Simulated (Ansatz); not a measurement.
C2H4BFSi, SMILES FC1=CB[SiH2]1, a single point in a Gaussian basis

Run with Ansatz's Python interface.

Input file `c2h4bfsi.xyz`:
```text
9

F     0.29830   -0.48300    2.41330
C     0.22260   -0.22710    1.06030
C     1.16400   -0.28740    0.06770
B     0.37250    0.12120   -1.19670
Si   -1.10160    0.24170   -0.08440
H     2.25180   -0.51760    0.13420
H     0.50720    0.25220   -2.34750
H    -2.06910   -0.79420   -0.24640
H    -1.55720    1.64780    0.18240
```

The script, `energy.py`:
```python
"""Single point of C2H4BFSi in a Gaussian basis."""

import ansatz as az
import numpy as np

system = az.Crystal.molecule_from_extxyz("c2h4bfsi.xyz")

setup = system.calculation()
setup = setup.basis(gaussian="cc-pVDZ").functional("PBE0")
setup = setup.forces()
summary = setup.session().plan(threads=1).execute().report

for key in ("converged", "free_energy_ev", "reference_energy_ev", "n_frozen", "n_occupied", "n_virtual"):
    print(f"{key:22s} {summary[key]}")

field = summary["mean_field"]
print("<S^2> =", round(abs(field["state"]["spin_squared"]), 4), " all-electron relativity setting:", field["relativity"])
print("passes:", field["passes"])
if "symmetry" in field:
    print("occupied orbitals by irrep:", field["symmetry"]["occupied"])

symbols = [site.symbol for site in system.cartesian_sites]
forces = np.array(summary["forces_ev_ang"])
print("largest force", round(float(np.linalg.norm(forces, axis=1).max()), 4), "eV/A, rms", round(float(np.sqrt((forces ** 2).mean())), 4))

charges = summary["charge_distribution"]
dipole = np.array(charges["dipole_moment_e_ang"]) * 4.803205
print("dipole (D): {:.3f} {:.3f} {:.3f}, length {:.3f}".format(*dipole, np.linalg.norm(dipole)))
print("atom  Mulliken   Lowdin")
for symbol, m, l in zip(symbols, charges["mulliken_charges_e"], charges["lowdin_charges_e"]):
    print(f"{symbol:4s} {m:9.3f} {l:8.3f}")
```

Output of `python energy.py`:
```text
converged              True
free_energy_ev         -13397.973219471365
reference_energy_ev    -13397.973219471365
n_frozen               0
n_occupied             [22, 22]
n_virtual              [72, 72]
<S^2> = 0.0  all-electron relativity setting: none
passes: {'evaluations': 15, 'products': 13}
occupied orbitals by irrep: [{'A': 22}, {'A': 22}]
largest force 3.5858 eV/A, rms 1.1274
dipole (D): 0.289 -0.038 -0.579, length 0.648
atom  Mulliken   Lowdin
F       -0.171    0.179
C        0.083   -0.102
C       -0.033    0.022
B       -0.033   -0.285
Si       0.232    0.213
H        0.024    0.036
H        0.003    0.009
H       -0.053   -0.039
H       -0.052   -0.034
```

Reading the output:
- Total energies depend on the basis set; only differences at equal settings carry meaning.
- The geometry is a force-field or estimated start, not a minimum of this method, and the basis set is short of its limit.
- The Löwdin charges here are taken after orthogonalising the functions within each atom; they differ from plain Löwdin charges, and their signs can be unphysical.
- Timing: 5.8 s on 1 thread of Arm Neoverse V1, with other jobs on the host, peak memory 0.24 GiB.
